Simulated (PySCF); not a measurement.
# CBrCl3: the cost of one run

Programs: PySCF 2.14.0, with routines of our own; each step states its level. All values are computed. Atoms count from 0.

## 1. The starting structure

5 atoms, charge 0, multiplicity 1; geometry from: GFN2-xTB.

## 2. Relaxing the molecule at PBE0-D3(BJ)/def2-SVP

Job settings and geometry (Å):

```
{"job": {"xc": "PBE0", "basis": "def2-SVP", "d3": "d3bj", "grid": 1, "maxiter": 30, "shake": 0.01, "kind": "geom"}, "charge": 0, "multiplicity": 1}
Cl    -0.866720     1.508080    -0.194730
C     -0.047020    -0.010660    -0.001570
Cl    -0.593210    -1.148350    -1.250370
Cl    -0.346410    -0.667280     1.600170
Br     1.886920     0.284240    -0.191400
```

The run is started by

```console
> OMP_NUM_THREADS=1 python heavy_run.py task.json out
```

This one command runs all jobs of the session in turn.

**Question.** How long does this first job take on 1 thread of Arm Neoverse V1, shared host, and how much memory does it need?

About 25 s, with a peak of 0.43 GiB.
